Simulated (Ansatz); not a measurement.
The system is BiS.

```xyz
2
Lattice="4.0029 0.0000 0.0000 0.0000 4.0029 0.0000 0.0000 0.0000 4.0029" Properties=species:S:1:pos:R:3 pbc="T T T"
Bi    2.0015    2.0015    2.0015
S     0.0000    0.0000    0.0000
```

The cell was built by a generator and needn't be a form met in nature.

| Item | Value |
| --- | --- |
| Program | Ansatz 0.2.0 |
| Task | relaxation of cell and atoms |
| Functional | BLYP |
| Dispersion | D3(BJ) |
| Potentials or basis | Ansatz PAW |
| Cutoff | 420 eV (not typed: the program's choice for these potentials) |
| k mesh | 7 × 7 × 7 |
| Occupations | fermi-dirac, width 0.05 eV |
| Spin | no spin polarisation |

At the start: volume 32.07 Å³/atom.

Problem. Where does the relaxation end?

Solution. It ends after 6 steps and the volume is 22.84 Å³/atom (-28.8 %); space group Pm-3m (No. 221, to 0.05 Å).

The path:
```
step  energy change (eV)  largest force (eV/Å)  volume (Å³)
   1              0.0000                0.0000        64.14
   2             -0.5912                0.0000        55.21
   3             -0.9077                0.0000        47.15
   4             -0.9167                0.0000        45.14
   5             -0.9181                0.0000        45.68
   6             -0.9158                0.0000        45.68
```

Final structure:
```xyz
2
Lattice="3.5748 0.0000 0.0000 0.0000 3.5748 0.0000 0.0000 0.0000 3.5748" Properties=species:S:1:pos:R:3 pbc="T T T"
Bi    1.7874    1.7874    1.7874
S     0.0000    0.0000    0.0000
```

Caveat: the volume moved by over 15 % at a fixed basis, so the end points are rough; the plane-wave basis is chosen anew once the cell has moved, so the energies of steps on either side of that aren't comparable; pairwise dispersion overbinds metals, which lowers pressure and volume; the PAW data sets come from PBE, with cores solved anew for the run's functional, which leaves a small shift of forces and pressure.
